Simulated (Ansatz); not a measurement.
# Ga3Se (Pm-3m) in Ansatz: further runs, part 2 of 2

Ansatz 0.2.0. Earlier steps stand in the parts before.

## (4) Relaxation of cell and atoms, PBEsol

input.yaml

```yaml
crystal:
  lattice:
    - [4.432465, 0.0, 0.0]
    - [0.0, 4.432465, 0.0]
    - [0.0, 0.0, 4.432465]
  atoms:
    - { symbol: Se, position: [0.0, 0.0, 0.0] }
    - { symbol: Ga, position: [0.5, 0.5, 0.0] }
    - { symbol: Ga, position: [0.5, 0.0, 0.5] }
    - { symbol: Ga, position: [0.0, 0.5, 0.5] }
hamiltonian:
  xc: pbesol
  pseudopotentials: { kind: paw }
kpoints:
  mp_grid: { grid: [6, 6, 6] }
scf:
  occupations: { method: fermi_dirac, width: 0.05 }
output:
  forces: true
  stress: true
  eigenvalues: true
relax:
  f_tol: 0.01
  max_steps: 40
  cell: { stress_tol: 0.05 }
```

Started as:

```bash
ansatz run input.yaml --threads 2 --pin off --max-ram 5632MiB --backend cpu --events-out ev --progress --plain --runs-dir out
```

Run time: 7 s. Hardware: 2 threads of Arm Neoverse V1, shared host; peak memory 0.39 GiB.

Results (log left out):

* Free energy: -16653.9384 eV
* Relaxed volume: 19.95 Å³/atom
* Relaxed cell: a = 4.305 Å, b = 4.305 Å, c = 4.305 Å, α = 90.00°, β = 90.00°, γ = 90.00°
* Space group after relaxing (to 0.05 Å): Pm-3m (No. 221)
* Energy gained by relaxing: 22.5 meV/atom
* Ionic steps: 3
* Pressure after relaxing: 0.0 GPa
* Band gap on the k mesh: none (metal or under the smearing width)

The path:
```
step  energy change (eV)  largest force (eV/Å)  volume (Å³)
   1              0.0000                0.0000        87.08
   2             -0.0913                0.0000        79.80
   3             -0.0899                0.0000        79.80
```

Final structure:
```xyz
4
Lattice="4.3052 0.0000 0.0000 0.0000 4.3052 0.0000 0.0000 0.0000 4.3052" Properties=species:S:1:pos:R:3 pbc="T T T"
Se    0.0000    0.0000    0.0000
Ga    2.1526    2.1526    0.0000
Ga    2.1526    0.0000    2.1526
Ga    0.0000    2.1526    2.1526
```

Levels at points of the mesh, in eV from the Fermi level:
```tsv
k point	band 26	band 27	band 28	band 29	band 30	band 31
(0.00, 0.00, 0.00)	-2.72	-2.72	1.72	1.72	1.72	4.61
(0.00, 0.00, -0.50)	-1.86	-1.11	-0.43	-0.43	0.98	4.44
(0.00, -0.50, -0.50)	-0.90	-0.54	-0.54	1.58	1.59	1.59
(-0.50, -0.50, -0.50)	-5.17	-5.17	-3.86	4.37	4.37	4.37
```

Caveat: the plane-wave basis is chosen anew once the cell has moved, so the energies of steps on either side of that aren't comparable; the PAW data sets come from PBE, with cores solved anew for the run's functional, which leaves a small shift of forces and pressure.

## (5) Relaxation of cell and atoms, RPBE

input.yaml, as its differences from that of step 4:

```diff
@@ -11,3 +11,3 @@
 hamiltonian:
-  xc: pbesol
+  xc: rpbe
   pseudopotentials: { kind: paw }
```

Started as:

```bash
ansatz run input.yaml --threads 2 --pin off --max-ram 5632MiB --backend cpu --events-out ev --progress --plain --runs-dir out
```

Wall time 9 s (2 threads of Arm Neoverse V1, shared host); peak memory 0.39 GiB.

It converged, with:

| Property | Result |
| --- | --- |
| Free energy | -16841.1301 eV |
| Relaxed volume | 22.40 Å³/atom |
| Relaxed cell | a = 4.475 Å, b = 4.475 Å, c = 4.475 Å, α = 90.00°, β = 90.00°, γ = 90.00° |
| Space group after relaxing (to 0.05 Å) | Pm-3m (No. 221) |
| Energy gained by relaxing | 2.0 meV/atom |
| Ionic steps | 4 |
| Pressure after relaxing | 0.0 GPa |
| Band gap on the k mesh | none (metal or under the smearing width) |

The path:
| step | energy change (eV) | largest force (eV/Å) | volume (Å³) |
| --- | --- | --- | --- |
| 1 | 0.0000 | 0.0000 | 87.08 |
| 2 | -0.0074 | 0.0000 | 89.25 |
| 3 | -0.0075 | 0.0000 | 89.60 |
| 4 | -0.0079 | 0.0000 | 89.60 |

Final structure:
```xyz
4
Lattice="4.4748 0.0000 0.0000 0.0000 4.4748 0.0000 0.0000 0.0000 4.4748" Properties=species:S:1:pos:R:3 pbc="T T T"
Se    0.0000    0.0000    0.0000
Ga    2.2374    2.2374    0.0000
Ga    2.2374    0.0000    2.2374
Ga    0.0000    2.2374    2.2374
```

Levels at points of the mesh, in eV from the Fermi level:
| k point | band 23 | band 24 | band 25 | band 26 | band 27 | band 28 | band 29 | band 30 | band 31 | band 32 |
| --- | --- | --- | --- | --- | --- | --- | --- | --- | --- | --- |
| (0.00, 0.00, 0.00) | -3.63 | -3.63 | -3.63 | -2.85 | -2.85 | 1.55 | 1.55 | 1.55 | 4.35 | 4.35 |
| (0.00, 0.00, -0.50) | -5.24 | -2.73 | -2.73 | -2.22 | -1.06 | -0.22 | -0.22 | 1.23 | 3.85 | 4.09 |
| (0.00, -0.50, -0.50) | -6.68 | -6.29 | -2.13 | -0.76 | -0.76 | -0.74 | 1.29 | 1.68 | 1.68 | 1.82 |
| (-0.50, -0.50, -0.50) | -5.02 | -5.02 | -4.72 | -4.72 | -4.72 | -3.41 | 3.84 | 3.84 | 3.84 | 8.32 |

Caveat: the plane-wave basis is chosen anew once the cell has moved, so the energies of steps on either side of that aren't comparable; the PAW data sets come from PBE, with cores solved anew for the run's functional, which leaves a small shift of forces and pressure.

## (6) Relaxation of cell and atoms, revPBE

input.yaml, as its differences from that of step 5:

```diff
@@ -11,3 +11,3 @@
 hamiltonian:
-  xc: rpbe
+  xc: revpbe
   pseudopotentials: { kind: paw }
```

Potentials or basis: Ansatz PAW.

Started as:

```bash
ansatz run input.yaml --threads 2 --pin off --max-ram 5632MiB --backend cpu --events-out ev --progress --plain --runs-dir out
```

The program printed:

```text
Warning: RAYON_NUM_THREADS=2 ignored (pool sized by the plan → 2); use --threads N
Engine: ansatz 0.2.0, aarch64-unknown-linux-gnu
Pseudopotentials: kind: paw
Pseudopotential: Se, paw, valence charge 16, recommended cutoff 420 eV (normal), Se.paw.azcp
Pseudopotential: Ga, paw, valence charge 13, recommended cutoff 420 eV (normal), Ga.paw.azcp
Functional definition: revPBE
  parameter kappa = 1.245
[... 105 lines left out ...]
  k-point 2: bands = ["-39.2965", "-39.2964", "-39.2964", "-39.2964", "-39.2964", "-6.4654", "-6.4386", "-6.4267", "-6.4267", "-6.4189", "-6.3950", "-6.3619", "-6.3568", "-6.3568", "-6.3268", "-6.3121", "-6.3010", "-6.3010", "-6.2913", "-6.2442", "-4.5938", "0.4196", "3.4032", "5.4940", "5.4940", "6.1734", "7.6922", "8.8817", "8.8817", "10.3700", "10.6047", "12.4379", "12.4379"]
  k-point 19: bands = ["-39.2964", "-39.2964", "-39.2964", "-39.2964", "-39.2964", "-6.5338", "-6.4247", "-6.4247", "-6.4247", "-6.4175", "-6.4175", "-6.4175", "-6.3351", "-6.3351", "-6.3157", "-6.3157", "-6.3157", "-6.2694", "-6.2694", "-6.2694", "-3.9363", "3.5284", "3.5284", "3.5284", "3.7781", "3.7781", "3.7781", "5.1180", "12.4590", "12.4590", "12.4590", "16.9778", "16.9778"]
--- Relaxed structure (3 steps of the walk, 3 accepted, 1 SCFs on fresh bases) ---
  F+E_penalty+E_count = -16834.57797065 eV   max|allowed force component| = 3.017e-29 eV/Å   (the final SCF, on the basis selected at the relaxed cell)
  cell:  # Å, volume = 88.4899 Å³
    - [4.456198769588183, 3.460655368820814e-35, 1.2839532962581572e-34]
    - [2.5077212817542095e-36, 4.456198769588183, 3.209883240645393e-35]
    - [1.2839532962581572e-34, 3.209883240645393e-35, 4.456198769588183]
  atoms:
    - { symbol: Se, position: [1.0500546984439546e-34, 2.534614789347398e-35, 1.6293952217235508e-35] }
    - { symbol: Ga, position: [0.49999999999999994, 0.49999999999999994, -1.991483048772497e-35] }
    - { symbol: Ga, position: [0.49999999999999994, -3.2587904434561575e-35, 0.49999999999999994] }
    - { symbol: Ga, position: [-1.339724960081296e-34, 0.49999999999999994, 0.49999999999999994] }
```

Wall time 9.2 s (2 threads of Arm Neoverse V1, shared host); peak memory 0.39 GiB.

Results:

| Quantity | Value |
| --- | --- |
| Free energy | -16834.5780 eV |
| Relaxed volume | 22.12 Å³/atom |
| Relaxed cell | a = 4.456 Å, b = 4.456 Å, c = 4.456 Å, α = 90.00°, β = 90.00°, γ = 90.00° |
| Space group after relaxing (to 0.05 Å) | Pm-3m (No. 221) |
| Energy gained by relaxing | 0.6 meV/atom |
| Ionic steps | 4 |
| Pressure after relaxing | 0.0 GPa |
| Band gap on the k mesh | none (metal or under the smearing width) |

Step by step:
```csv
step,energy change (eV),largest force (eV/Å),volume (Å³)
1,0.0000,0.0000,87.08
2,-0.0023,0.0000,88.31
3,-0.0023,0.0000,88.49
4,-0.0025,0.0000,88.49
```

Final structure:
```
Se Ga
1.0
     4.45620    0.00000    0.00000
     0.00000    4.45620    0.00000
     0.00000    0.00000    4.45620
Se Ga
1 3
Direct
  0.00000 0.00000 0.00000
  0.50000 0.50000 0.00000
  0.50000 0.00000 0.50000
  0.00000 0.50000 0.50000
```

Caveat: the plane-wave basis is chosen anew once the cell has moved, so the energies of steps on either side of that aren't comparable; the PAW data sets come from PBE, with cores solved anew for the run's functional, which leaves a small shift of forces and pressure.

## (7) Overview

| level | gap on the mesh (eV) | pressure (GPa) | relaxed volume (Å³/atom) |
| --- | --- | --- | --- |
| LDA | none | 0.0 | 19.34 |
| PBE | none | 0.0 | 21.45 |
| PBEsol | none | 0.0 | 19.95 |
| RPBE | none | 0.0 | 22.40 |
| revPBE | none | 0.0 | 22.12 |

Alike in all rows: task relaxation of cell and atoms; potentials or basis Ansatz PAW; no spin polarisation; cell relaxed; k mesh 6 × 6 × 6; cutoff (eV) 420; smearing fermi-dirac 0.05 eV.

Caveats: the plane-wave basis is chosen anew once the cell has moved, so the energies of steps on either side of that aren't comparable; the PAW data sets come from PBE, with cores solved anew for the run's functional, which leaves a small shift of forces and pressure (some runs).

Absolute energies hang on the potentials; compare differences alone.
